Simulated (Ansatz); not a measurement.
**Ga2BAs3: a closer look at a trial structure**

Aim: for this structure of Ga2BAs3, compute bands, density of states and charges.

Method: DFT PBE, scalar-relativistic, plane waves, PAW, in Ansatz 0.2.0.

1 further run of the same task is left out (it didn't finish).

## (1) The system as given

It takes space group P6_3/mmc (No. 194, hexagonal). The conventional cell has a = 6.408 Å, b = 6.408 Å, c = 6.270 Å, α = 90.00°, β = 90.00°, γ = 120.00°. Ga (site symmetry 3m) has 1 Ga at 2.58 Å and 3 As at 2.78 Å as nearest neighbours. Around B (site symmetry -3m) lie 6 As at 2.26 Å. As (site symmetry mm2) is surrounded by 2 B at 2.26 Å and 2 Ga at 2.78 Å.

As a file:

```cif
data_structure
_symmetry_space_group_name_H-M 'P6_3/mmc'
_symmetry_Int_Tables_number 194
_cell_length_a 6.4079
_cell_length_b 6.4079
_cell_length_c 6.2704
_cell_angle_alpha 90.000
_cell_angle_beta 90.000
_cell_angle_gamma 120.000
_cell_volume 222.97
loop_
_atom_site_label
_atom_site_type_symbol
_atom_site_symmetry_multiplicity
_atom_site_Wyckoff_symbol
_atom_site_fract_x
_atom_site_fract_y
_atom_site_fract_z
_atom_site_occupancy
Ga1 Ga 4 f 0.33333 0.66667 0.95578 1
B1 B 2 a 0.00000 0.00000 0.00000 1
As1 As 6 h 0.14606 0.29213 0.25000 1
```

It is the end of an earlier relaxation with the same method, from a database cell with other species swapped in; it is a trial structure. At a tolerance of 0.05 Å it has space group P6_3/mmc (No. 194); it has 18.58 Å³/atom, an uncorrected energy of +0.48 eV/atom over the elements.

## (2) Electronic structure at the relaxed geometry

Input file input.yaml:

```yaml
crystal:
  lattice:
    - [6.4078649062, 0.0, 0.0]
    - [-3.2039324531, 5.5493737928, 0.0]
    - [0.0, 0.0, 6.2703555099]
  atoms:
    - { symbol: Ga, position: [0.3333333333, 0.6666666667, 0.9557786032] }
    - { symbol: Ga, position: [0.6666666667, 0.3333333333, 0.4557786032] }
    - { symbol: Ga, position: [0.3333333333, 0.6666666667, 0.5442213968] }
    - { symbol: Ga, position: [0.6666666667, 0.3333333333, 0.0442213968] }
    - { symbol: B, position: [0.0, 0.0, 0.0] }
    - { symbol: B, position: [0.0, 0.0, 0.5] }
    - { symbol: As, position: [0.1460649241, 0.2921298481, 0.25] }
    - { symbol: As, position: [0.8539350759, 0.1460649241, 0.75] }
    - { symbol: As, position: [0.7078701519, 0.8539350759, 0.25] }
    - { symbol: As, position: [0.8539350759, 0.7078701519, 0.75] }
    - { symbol: As, position: [0.1460649241, 0.8539350759, 0.25] }
    - { symbol: As, position: [0.2921298481, 0.1460649241, 0.75] }
basis:
  ecutwfc: 420
kpoints:
  mp_grid: { grid: [12, 12, 6] }
  band_path:
    path:
      - [[0.0, 0.0, 0.0], [0.5, 0.0, 0.0], [0.33333333, 0.33333333, 0.0], [0.0, 0.0, 0.0], [0.0, 0.0, 0.5], [0.5, 0.0, 0.5], [0.33333333, 0.33333333, 0.5], [0.0, 0.0, 0.5]]
      - [[0.5, 0.0, 0.5], [0.5, 0.0, 0.0]]
      - [[0.33333333, 0.33333333, 0.5], [0.33333333, 0.33333333, 0.0]]
    npoints: 10
hamiltonian:
  xc: pbe
scf:
  occupations: { method: gaussian, width: 0.1 }
  n_extra_bands: 30
output:
  forces: true
  stress: true
  eigenvalues: true
  populations: true
  dos: { projected: true, de: 0.02, nscf_kmesh: { grid: [15, 15, 8] } }
  bader: false
  write_density: true
  write_potential: true
  elf: true
  volumetric_format: npy
```

On the command line:

```console
> ansatz run input.yaml --threads 1 --pin off --max-ram 2560MiB --backend cpu --events-out ev --progress --plain --runs-dir out
```

What does the calculation give? Wanted: gap; states at the Fermi level.

**Answer**, as computed:

| quantity | value |
| --- | --- |
| gap | none (metal) |
| states at the Fermi level | 6.52 per eV per cell |

**Reading.** It comes out metallic. Of the projected weight within 0.25 eV of the Fermi level, the largest part is As 4p (57 %) and Ga 4p (23 %).
